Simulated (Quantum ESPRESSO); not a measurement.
# NbTe (P-6m2) in Quantum ESPRESSO: a series of runs

The runs below take NbTe through single point, equation of state, with LDA.

All numbers are computed with Quantum ESPRESSO 7.5; they aren't measurements. Logs are shortened: lines on timing, memory, paths and dates and some standing lists are left out, and cuts for length are marked.

## (1) Starting point

It takes space group P-6m2 (No. 187, hexagonal). Conventional cell: a = 3.703 Å, b = 3.703 Å, c = 3.694 Å, α = 90.00°, β = 90.00°, γ = 120.00°. Te (site symmetry -6m2) has 6 Nb at 2.83 Å as nearest neighbours. Around Nb (site symmetry -6m2) lie 6 Te at 2.83 Å.

The cell comes from a database or a generator and needn't be the stable form of this composition.

## (2) Single point, LDA, 20.62 Å³/atom

pw.in reads:

```
&CONTROL
  calculation = 'scf'
  prefix = 'pwscf'
  outdir = './tmp'
  pseudo_dir = './pseudo'
  tstress = .true.
  disk_io = 'nowf'
/
&SYSTEM
  ibrav = 0
  nat = 2
  ntyp = 2
  ecutwfc = 45
  ecutrho = 360
  nbnd = 16
  occupations = 'smearing'
  smearing = 'fd'
  degauss = 0.00367493
/
&ELECTRONS
  conv_thr = 4d-10
  electron_maxstep = 120
  mixing_beta = 0.5
/
ATOMIC_SPECIES
Te   127.6000 te_lda_v1.uspp.F.UPF
Nb    92.9064 nb_lda_v1.uspp.F.UPF
CELL_PARAMETERS angstrom
   3.6273822700    0.0000000000    0.0000000000
  -1.8136911350    3.1414051951    0.0000000000
   0.0000000000    0.0000000000    3.6187977783
ATOMIC_POSITIONS crystal
Te     0.6666666667    0.3333333333    0.0000000000
Nb     0.0000000000    0.0000000000    0.5000000000
K_POINTS automatic
8 8 7 0 0 0
```

Potentials or basis: GBRV 1.5 LDA.

Started as:

```bash
> OMP_NUM_THREADS=1 mpirun -n 2 pw.x -nk 2 -in pw.in > pw.out
```

pw.out:

```text
This program is part of the open-source Quantum ESPRESSO suite
     for quantum simulation of materials; please cite
[... 13 lines left out ...]
     --------------------
     sticks:   dense  smooth     PW     G-vecs:    dense   smooth      PW
     Sum        1159     583    169                32267    11447    1865

     Using Slab Decomposition

     bravais-lattice index     =            0
     lattice parameter (alat)  =       6.8548  a.u.
     unit-cell volume          =     278.2776 (a.u.)^3
     number of atoms/cell      =            2
     number of atomic types    =            2
     number of electrons       =        19.00
     number of Kohn-Sham states=           16
     kinetic-energy cutoff     =      45.0000  Ry
     charge density cutoff     =     360.0000  Ry
     scf convergence threshold =      4.0E-10
     mixing beta               =       0.5000
     number of iterations used =            8  plain     mixing
     Exchange-correlation= SLA  PZ   NOGX NOGC
                           (   1   1   0   0   0   0   0)

     celldm(1)=   6.854759  celldm(2)=   0.000000  celldm(3)=   0.000000
     celldm(4)=   0.000000  celldm(5)=   0.000000  celldm(6)=   0.000000

     crystal axes: (cart. coord. in units of alat)
               a(1) = (   1.000000   0.000000   0.000000 )
               a(2) = (  -0.500000   0.866025   0.000000 )
               a(3) = (   0.000000   0.000000   0.997633 )

     reciprocal axes: (cart. coord. in units 2 pi/alat)
               b(1) = (  1.000000  0.577350 -0.000000 )
               b(2) = (  0.000000  1.154701  0.000000 )
               b(3) = (  0.000000 -0.000000  1.002372 )

     PseudoPot. # 1 for Te read from file:
     te_lda_v1.uspp.F.UPF
     Pseudo is Ultrasoft + core correction, Zval =  6.0
     Generated by new atomic code, or converted to UPF format
     Using radial grid of  891 points,  5 beta functions with:
                l(1) =   0
                l(2) =   0
                l(3) =   1
                l(4) =   1
                l(5) =   2
     Q(r) pseudized with  6 coefficients,  rinner =    1.800   1.800   1.800
                                                       1.800   1.800

     PseudoPot. # 2 for Nb read from file:
     nb_lda_v1.uspp.F.UPF
     Pseudo is Ultrasoft + core correction, Zval = 13.0
     Generated by new atomic code, or converted to UPF format
     Using radial grid of  887 points,  6 beta functions with:
                l(1) =   0
                l(2) =   0
                l(3) =   1
                l(4) =   1
                l(5) =   2
                l(6) =   2
     Q(r) pseudized with  6 coefficients,  rinner =    1.000   1.000   1.000
                                                       1.000   1.000

     atomic species   valence    mass     pseudopotential
     Te                6.00   127.60000     Te( 1.00)
     Nb               13.00    92.90640     Nb( 1.00)

     12 Sym. Ops. (no inversion) found

   Cartesian axes

     site n.     atom                  positions (alat units)
         1        Te     tau(   1) = (   0.5000000   0.2886751   0.0000000  )
         2        Nb     tau(   2) = (   0.0000000   0.0000000   0.4988167  )

     number of k points=    40  Fermi-Dirac smearing, width (Ry)=  0.0037
                       cart. coord. in units 2pi/alat
        k(    1) = (   0.0000000   0.0000000   0.0000000), wk =   0.0044643
        k(    2) = (   0.0000000   0.0000000   0.1431960), wk =   0.0089286
        k(    3) = (   0.0000000   0.0000000   0.2863921), wk =   0.0089286
        k(    4) = (   0.0000000   0.0000000   0.4295881), wk =   0.0089286
        k(    5) = (   0.0000000   0.1443376   0.0000000), wk =   0.0267857
        k(    6) = (   0.0000000   0.1443376   0.1431960), wk =   0.0535714
[... 32 lines left out ...]
        k(   39) = (   0.2500000   0.5773503   0.2863921), wk =   0.0535714
        k(   40) = (   0.2500000   0.5773503   0.4295881), wk =   0.0535714

     Dense  grid:    32267 G-vectors     FFT dimensions: (  45,  45,  45)

     Smooth grid:    11447 G-vectors     FFT dimensions: (  30,  30,  30)

     Initial potential from superposition of free atoms

     starting charge      18.9977, renormalised to      19.0000
     Starting wfcs are   17 randomized atomic wfcs

     Self-consistent Calculation

     iteration #  1     ecut=    45.00 Ry     beta= 0.50
     Davidson diagonalization with overlap
     ethr =  1.00E-02,  avg # of iterations =  4.7

     Threshold (ethr) on eigenvalues was too large:
     Diagonalizing with lowered threshold

     Davidson diagonalization with overlap
     ethr =  4.36E-04,  avg # of iterations =  1.4

     total energy              =    -144.63957975 Ry
     estimated scf accuracy    <       0.08740839 Ry

     iteration #  2     ecut=    45.00 Ry     beta= 0.50
     Davidson diagonalization with overlap
     ethr =  4.60E-04,  avg # of iterations =  2.2

     total energy              =    -144.65874961 Ry
     estimated scf accuracy    <       0.02422020 Ry

     iteration #  3     ecut=    45.00 Ry     beta= 0.50
     Davidson diagonalization with overlap
     ethr =  1.27E-04,  avg # of iterations =  1.9

     total energy              =    -144.66336128 Ry
     estimated scf accuracy    <       0.00142847 Ry

     iteration #  4     ecut=    45.00 Ry     beta= 0.50
     Davidson diagonalization with overlap
     ethr =  7.52E-06,  avg # of iterations =  4.3

     total energy              =    -144.66346180 Ry
     estimated scf accuracy    <       0.00008283 Ry

     iteration #  5     ecut=    45.00 Ry     beta= 0.50
     Davidson diagonalization with overlap
     ethr =  4.36E-07,  avg # of iterations =  2.4

     total energy              =    -144.66347192 Ry
     estimated scf accuracy    <       0.00000228 Ry

     iteration #  6     ecut=    45.00 Ry     beta= 0.50
     Davidson diagonalization with overlap
     ethr =  1.20E-08,  avg # of iterations =  3.7

     total energy              =    -144.66347316 Ry
     estimated scf accuracy    <       0.00000012 Ry

     iteration #  7     ecut=    45.00 Ry     beta= 0.50
     Davidson diagonalization with overlap
     ethr =  6.13E-10,  avg # of iterations =  2.2

     total energy              =    -144.66347319 Ry
     estimated scf accuracy    <       0.00000001 Ry

     iteration #  8     ecut=    45.00 Ry     beta= 0.50
     Davidson diagonalization with overlap
     ethr =  5.69E-11,  avg # of iterations =  2.1

     End of self-consistent calculation

          k = 0.0000 0.0000 0.0000 (  1497 PWs)   bands (ev):

   -40.7357 -17.0155 -16.7931 -16.7931  -0.0733  11.3475  11.3585  11.3585
    12.3080  14.8999  14.8999  17.3156  17.3156  17.7973  20.9663  21.9961

          k = 0.0000 0.0000 0.1432 (  1443 PWs)   bands (ev):

   -40.7343 -17.0443 -16.7904 -16.7904   0.1501  10.0865  11.4822  11.4822
    13.0394  14.3413  14.3413  17.6536  17.6536  18.2859  21.9696  21.9696

          k = 0.0000 0.0000 0.2864 (  1419 PWs)   bands (ev):

   -40.7312 -17.1087 -16.7845 -16.7845   0.7316   8.2575  11.7504  11.7504
    13.6621  13.6621  14.1361  17.2912  17.2912  19.1052  23.1177  23.5691

          k = 0.0000 0.0000 0.4296 (  1418 PWs)   bands (ev):

   -40.7287 -17.1598 -16.7798 -16.7798   1.3319   6.9540  11.8873  11.8873
    13.5192  13.5192  15.2221  16.5045  16.5045  19.9503  21.5834  24.3849

          k = 0.0000 0.1443 0.0000 (  1433 PWs)   bands (ev):

   -40.7338 -17.0110 -16.8192 -16.7990   0.1324  10.4781  11.4659  11.6984
    11.8863  14.8247  15.5286  16.3284  16.9416  18.8142  20.7973  22.8603

          k = 0.0000 0.1443 0.1432 (  1432 PWs)   bands (ev):

   -40.7325 -17.0395 -16.8162 -16.7962   0.3412  10.1273  10.7119  11.5266
    12.7334  14.2965  14.9779  16.9112  17.4604  19.3593  20.9617  22.6421
[... 31 lines left out ...]
          k = 0.0000 0.4330 0.0000 (  1408 PWs)   bands (ev):

   -40.7250 -16.9902 -16.9441 -16.8277   1.3948   7.6986  10.7728  11.8573
    11.9398  14.4888  15.7201  16.0802  17.5788  19.0304  21.4924  23.8956

          k = 0.0000 0.4330 0.1432 (  1419 PWs)   bands (ev):

   -40.7237 -17.0158 -16.9389 -16.8245   1.4987   7.8276  10.1932  11.5080
    12.2746  14.7820  15.7539  16.5308  16.7506  20.4370  20.5645  23.7837

          k = 0.0000 0.4330 0.2864 (  1413 PWs)   bands (ev):

   -40.7207 -17.0725 -16.9273 -16.8170   1.7427   8.0939   9.3803  10.8269
    12.7933  15.1537  15.2418  17.0006  17.6870  19.0699  21.3767  23.8792

          k = 0.0000 0.4330 0.4296 (  1422 PWs)   bands (ev):

   -40.7183 -17.1174 -16.9181 -16.8110   1.9518   8.1933   8.9914  10.4132
    12.9184  15.3715  15.6137  16.7209  18.7263  18.9165  20.2817  22.2257

          k = 0.0000-0.5774 0.0000 (  1432 PWs)   bands (ev):

   -40.7233 -16.9859 -16.9696 -16.8338   1.7611   7.1031  10.6149  11.7149
    12.0205  14.4242  16.0267  16.3182  17.8746  18.6890  20.6921  24.0423

          k = 0.0000-0.5774 0.1432 (  1400 PWs)   bands (ev):

   -40.7219 -17.0107 -16.9640 -16.8302   1.8268   7.2558  10.1421  11.4632
    12.2099  15.1179  15.9239  16.2181  17.0588  19.5670  20.9417  23.4760

          k = 0.0000-0.5774 0.2864 (  1416 PWs)   bands (ev):

   -40.7189 -17.0661 -16.9515 -16.8226   1.9735   7.6491   9.4335  10.6843
    12.9196  15.2385  15.7512  16.9468  17.3152  18.9051  20.8251  23.7573

          k = 0.0000-0.5774 0.4296 (  1416 PWs)   bands (ev):

   -40.7165 -17.1101 -16.9415 -16.8164   2.0900   8.1668   8.7745  10.2357
    13.1824  15.6898  15.9121  16.8429  17.9353  19.0334  19.5696  21.6368

          k = 0.1250 0.2165 0.0000 (  1415 PWs)   bands (ev):

   -40.7307 -17.0036 -16.8610 -16.8120   0.5165   9.5154  11.3951  11.4021
    12.0647  14.6334  15.5707  16.4502  16.4505  19.8316  20.9846  23.6236

          k = 0.1250 0.2165 0.1432 (  1420 PWs)   bands (ev):

   -40.7294 -17.0311 -16.8571 -16.8090   0.6964   9.6815  10.1920  11.3487
    12.6758  14.1683  15.7474  16.2996  17.1362  20.6492  20.8157  23.0976

          k = 0.1250 0.2165 0.2864 (  1418 PWs)   bands (ev):

   -40.7263 -17.0920 -16.8487 -16.8023   1.1504   8.6192  10.0866  11.1713
    13.0287  13.9834  15.2675  16.6318  17.8479  20.7374  21.7755  22.4897

          k = 0.1250 0.2165 0.4296 (  1419 PWs)   bands (ev):

   -40.7239 -17.1401 -16.8419 -16.7970   1.5897   7.5676  10.4119  11.0353
    12.9438  14.2310  15.5462  16.1090  17.8809  21.2445  21.9940  22.9925

          k = 0.1250 0.3608 0.0000 (  1421 PWs)   bands (ev):

   -40.7263 -16.9933 -16.9172 -16.8326   1.1609   8.3067  10.9316  10.9807
    12.6097  14.3333  15.1640  16.2575  17.6188  19.7777  22.2229  23.7175

          k = 0.1250 0.3608 0.1432 (  1418 PWs)   bands (ev):
[... 54 lines left out ...]
          k = 0.2500 0.5774 0.0000 (  1418 PWs)   bands (ev):

   -40.7220 -16.9829 -16.9409 -16.8854   1.9860   7.6517   9.2951  10.6873
    13.6523  13.9958  15.0655  15.4692  19.4476  20.9131  23.2480  23.7836

          k = 0.2500 0.5774 0.1432 (  1412 PWs)   bands (ev):

   -40.7206 -17.0073 -16.9356 -16.8812   2.0288   7.8863   9.1622  10.2013
    13.2884  14.8570  15.3741  15.7690  18.6189  21.0530  22.1954  23.2458

          k = 0.2500 0.5774 0.2864 (  1414 PWs)   bands (ev):

   -40.7176 -17.0618 -16.9239 -16.8719   2.1288   8.1752   9.2467   9.3540
    13.2869  15.5496  16.1553  16.4921  17.8386  19.0299  20.9290  23.3155

          k = 0.2500 0.5774 0.4296 (  1416 PWs)   bands (ev):

   -40.7152 -17.1050 -16.9144 -16.8644   2.2136   8.1014   8.7054   9.9451
    13.3770  15.8702  16.5458  17.0491  17.3326  18.3358  19.4419  22.6462

     the Fermi energy is    14.6685 ev

!    total energy              =    -144.66347319 Ry
     estimated scf accuracy    <          8.6E-11 Ry
     smearing contrib. (-TS)   =      -0.00080307 Ry
     internal energy E=F+TS    =    -144.66267012 Ry

     The total energy is F=E-TS. E is the sum of the following terms:
     one-electron contribution =     -28.14985894 Ry
     hartree contribution      =      23.29113365 Ry
     xc contribution           =     -32.98659190 Ry
     ewald contribution        =    -106.81735294 Ry

     convergence has been achieved in   8 iterations

     Computing stress (Cartesian axis) and pressure

          total   stress  (Ry/bohr**3)                   (kbar)     P=       12.07
   0.00004676   0.00000000   0.00000000            6.88        0.00        0.00
   0.00000000   0.00004676   0.00000000            0.00        6.88        0.00
   0.00000000   0.00000000   0.00015261            0.00        0.00       22.45

=------------------------------------------------------------------------------=
   JOB DONE.
=------------------------------------------------------------------------------=
```

Run time: 5.4 s. Hardware: 2 MPI ranks of Intel Xeon 6975P-C (Granite Rapids), shared host; peak memory 0.28 GiB.

What came out:

| Item | Value |
| --- | --- |
| Free energy | -1968.2468 eV |
| Pressure | 1.2 GPa |
| Band gap on the k mesh | none (metal or under the smearing width) |

## (3) Single point, LDA, 21.06 Å³/atom

pw.in: that of step 2 with these lines changed.

```diff
@@ -28,5 +28,5 @@
 CELL_PARAMETERS angstrom
-   3.6273822700    0.0000000000    0.0000000000
-  -1.8136911350    3.1414051951    0.0000000000
-   0.0000000000    0.0000000000    3.6187977783
+   3.6529280573    0.0000000000    0.0000000000
+  -1.8264640286    3.1635284958    0.0000000000
+   0.0000000000    0.0000000000    3.6442831093
 ATOMIC_POSITIONS crystal
```

Potentials or basis: GBRV 1.5 LDA.

Started as:

```bash
> OMP_NUM_THREADS=1 mpirun -n 2 pw.x -nk 2 -in pw.in > pw.out
```

It took 5.4 s on 2 MPI ranks of Intel Xeon 6975P-C (Granite Rapids), shared host; peak memory 0.28 GiB.

The run converged. Its results:

```yaml
Free_energy: -1968.2459 eV
Pressure: -1.8 GPa
Band_gap_on_the_k_mesh: none (metal or under the smearing width)
```

## (4) Single point, LDA, 21.50 Å³/atom

pw.in: that of step 3 with these lines changed.

```diff
@@ -28,5 +28,5 @@
 CELL_PARAMETERS angstrom
-   3.6529280573    0.0000000000    0.0000000000
-  -1.8264640286    3.1635284958    0.0000000000
-   0.0000000000    0.0000000000    3.6442831093
+   3.6781214607    0.0000000000    0.0000000000
+  -1.8390607303    3.1853466232    0.0000000000
+   0.0000000000    0.0000000000    3.6694168905
 ATOMIC_POSITIONS crystal
```

Started as:

```bash
> OMP_NUM_THREADS=1 mpirun -n 2 pw.x -nk 2 -in pw.in > pw.out
```

It took 5.6 s on 2 MPI ranks of Intel Xeon 6975P-C (Granite Rapids), shared host; peak memory 0.28 GiB.

Results (log left out):

```yaml
Free_energy: -1968.2294 eV
Pressure: -4.5 GPa
Band_gap_on_the_k_mesh: none (metal or under the smearing width)
```

## (5) Single point, LDA, 21.93 Å³/atom

pw.in: that of step 4 with these lines changed.

```diff
@@ -28,5 +28,5 @@
 CELL_PARAMETERS angstrom
-   3.6781214607    0.0000000000    0.0000000000
-  -1.8390607303    3.1853466232    0.0000000000
-   0.0000000000    0.0000000000    3.6694168905
+   3.7029743866    0.0000000000    0.0000000000
+  -1.8514871933    3.2068698884    0.0000000000
+   0.0000000000    0.0000000000    3.6942110000
 ATOMIC_POSITIONS crystal
```

Started as:

```bash
> OMP_NUM_THREADS=1 mpirun -n 2 pw.x -nk 2 -in pw.in > pw.out
```

Run time: 5.5 s. Hardware: 2 MPI ranks of Intel Xeon 6975P-C (Granite Rapids), shared host; peak memory 0.28 GiB.

It converged, with:

- Free energy: -1968.1991 eV
- Pressure: -6.9 GPa
- Band gap on the k mesh: none (metal or under the smearing width)

## (6) Single point, LDA, 22.37 Å³/atom

pw.in: that of step 5 with these lines changed.

```diff
@@ -28,5 +28,5 @@
 CELL_PARAMETERS angstrom
-   3.7029743866    0.0000000000    0.0000000000
-  -1.8514871933    3.2068698884    0.0000000000
-   0.0000000000    0.0000000000    3.6942110000
+   3.7274981105    0.0000000000    0.0000000000
+  -1.8637490552    3.2281080563    0.0000000000
+   0.0000000000    0.0000000000    3.7186766865
 ATOMIC_POSITIONS crystal
```

Potentials or basis: GBRV 1.5 LDA.

Started as:

```bash
> OMP_NUM_THREADS=1 mpirun -n 2 pw.x -nk 2 -in pw.in > pw.out
```

It took 5.9 s on 2 MPI ranks of Intel Xeon 6975P-C (Granite Rapids), shared host; peak memory 0.28 GiB.

The run converged. Its results:

- Free energy: -1968.1566 eV
- Pressure: -9.0 GPa
- Band gap on the k mesh: none (metal or under the smearing width)

## (7) Single point, LDA, 22.81 Å³/atom

pw.in: that of step 6 with these lines changed.

```diff
@@ -28,5 +28,5 @@
 CELL_PARAMETERS angstrom
-   3.7274981105    0.0000000000    0.0000000000
-  -1.8637490552    3.2281080563    0.0000000000
-   0.0000000000    0.0000000000    3.7186766865
+   3.7517033219    0.0000000000    0.0000000000
+  -1.8758516609    3.2490703843    0.0000000000
+   0.0000000000    0.0000000000    3.7428246143
 ATOMIC_POSITIONS crystal
```

Started as:

```bash
> OMP_NUM_THREADS=1 mpirun -n 2 pw.x -nk 2 -in pw.in > pw.out
```

It took 6.1 s on 2 MPI ranks of Intel Xeon 6975P-C (Granite Rapids), shared host; peak memory 0.28 GiB.

It converged, with:

- Free energy: -1968.1031 eV
- Pressure: -10.8 GPa
- Band gap on the k mesh: none (metal or under the smearing width)

## (8) Single point, LDA, 23.25 Å³/atom

pw.in: that of step 7 with these lines changed.

```diff
@@ -28,5 +28,5 @@
 CELL_PARAMETERS angstrom
-   3.7517033219    0.0000000000    0.0000000000
-  -1.8758516609    3.2490703843    0.0000000000
-   0.0000000000    0.0000000000    3.7428246143
+   3.7756001657    0.0000000000    0.0000000000
+  -1.8878000828    3.2697656581    0.0000000000
+   0.0000000000    0.0000000000    3.7666649043
 ATOMIC_POSITIONS crystal
```

Started as:

```bash
> OMP_NUM_THREADS=1 mpirun -n 2 pw.x -nk 2 -in pw.in > pw.out
```

It took 5.9 s on 2 MPI ranks of Intel Xeon 6975P-C (Granite Rapids), shared host; peak memory 0.3 GiB.

Results (log left out):

| Property | Result |
| --- | --- |
| Free energy | -1968.0401 eV |
| Pressure | -12.5 GPa |
| Band gap on the k mesh | none (metal or under the smearing width) |

## (9) Equation of state, LDA

Potentials or basis: GBRV 1.5 LDA.

No new run: the results of the series are fitted here.

What came out:

| Property | Result |
| --- | --- |
| Equilibrium volume | 20.81 Å³/atom |
| Bulk modulus at fixed shape and positions | 144 GPa |
| Pressure derivative of the bulk modulus | 4.7 |

Energy against volume, from the lowest point:
```csv
volume (Å³/atom),energy (meV/atom)
20.618,0.00
21.057,0.44
21.496,8.72
21.934,23.88
22.373,45.13
22.812,71.84
23.250,103.34
```

Caveat: the cell was scaled at fixed shape and fractional positions, which overstates the stiffness of a crystal with free parameters, most of all of layers and chains. Spin-orbit coupling is left out, which matters for the levels of Te.
